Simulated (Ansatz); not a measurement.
# ClGeH5Si2: basis-set convergence

How large a basis does ClGeH5Si2 need? Two functionals are run in growing sets.

Program: Ansatz 0.2.0, Gaussian basis. Level of theory: one geometry, several basis sets. These are calculated values, not measurements.

The runs, in order: PBE0-D4/def2-SVP; ωB97M-V/def2-SVP; PBE0-D4/def2-QZVPP; ωB97M-V/def2-QZVPP; the functionals' def2-TZVPP values are taken from earlier runs.

## Step 1: The relaxed structure

All runs share one geometry, relaxed beforehand with PBE0-D4 in a triple-zeta def2 set.

SMILES `Cl[SiH]1[SiH2][GeH2]1`, 9 atoms, charge 0, spin multiplicity 1.

Atoms are counted from 1 here; the program's logs count them from 0.

Bond lengths: Cl1–Si2 2.055 Å, Si2–Si3 2.318 Å, Si2–Ge4 2.371 Å, Si2–H5 1.483 Å, Si3–Ge4 2.404 Å, Si3–H6 1.484 Å, Si3–H7 1.485 Å, Ge4–H8 1.532 Å, Ge4–H9 1.531 Å. Angles: Cl1–Si2–Si3 122.4°, Cl1–Si2–Ge4 123.6°, Cl1–Si2–H5 110.2°, Si3–Si2–Ge4 61.7°, Si3–Si2–H5 116.8°, Ge4–Si2–H5 114.9°, Si2–Si3–Ge4 60.2°, Si2–Si3–H6 116.2°, Si2–Si3–H7 121.9°, Ge4–Si3–H6 112.1°, Ge4–Si3–H7 124.0°, H6–Si3–H7 112.8°, Si2–Ge4–Si3 58.1°, Si2–Ge4–H8 118.5°, Si2–Ge4–H9 120.3°, Si3–Ge4–H8 122.2°, Si3–Ge4–H9 114.4°, H8–Ge4–H9 113.0°.

As a file:

```xyz
9
charge 0, multiplicity 1
Cl   -1.9500    1.5784   -1.6785
Si   -0.4394    0.2699   -1.1992
Si    1.0923    0.7050    0.4859
Ge   -0.4638   -1.1108    0.7282
H     0.0829   -0.3806   -2.4256
H     0.7713    1.8390    1.3877
H     2.5525    0.5262    0.2834
H    -0.0376   -2.5756    0.5849
H    -1.5195   -0.8979    1.8163
```

## Step 2: PBE0-D4 in def2-SVP

in.yaml reads:

```yaml
crystal:
  periodic: [false, false, false]
  atoms:
    - {symbol: Cl, position_ang: [-1.949983, 1.578381, -1.678513]}
    - {symbol: Si, position_ang: [-0.439368, 0.269860, -1.199213]}
    - {symbol: Si, position_ang: [1.092260, 0.704963, 0.485880]}
    - {symbol: Ge, position_ang: [-0.463803, -1.110785, 0.728168]}
    - {symbol: H, position_ang: [0.082950, -0.380562, -2.425573]}
    - {symbol: H, position_ang: [0.771267, 1.838981, 1.387662]}
    - {symbol: H, position_ang: [2.552519, 0.526233, 0.283426]}
    - {symbol: H, position_ang: [-0.037637, -2.575587, 0.584877]}
    - {symbol: H, position_ang: [-1.519505, -0.897885, 1.816286]}
basis:
  gaussian: {orbitals: def2-SVP}
hamiltonian: {xc: pbe0, dispersion: d4}
output: {orbitals: {seedname: orbitals}}
```

The runs that follow: ωB97M-V in def2-SVP; PBE0-D4 in def2-QZVPP; ωB97M-V in def2-QZVPP.

**Question.** What will the summary of the whole plan be? Wanted: PBE0-D4: double and triple zeta above quadruple; ωB97M-V: double and triple zeta above quadruple.

**Answer**, as computed:

| quantity | value |
| --- | --- |
| PBE0-D4: double and triple zeta above quadruple | 19.15, 2.11 eV |
| ωB97M-V: double and triple zeta above quadruple | 19.02, 2.03 eV |

In words: For PBE0-D4 the step from double to triple zeta gains 17.05 eV and the next only 2.11 eV. Total energies overstate the basis error of differences, where much of it tends to cancel.
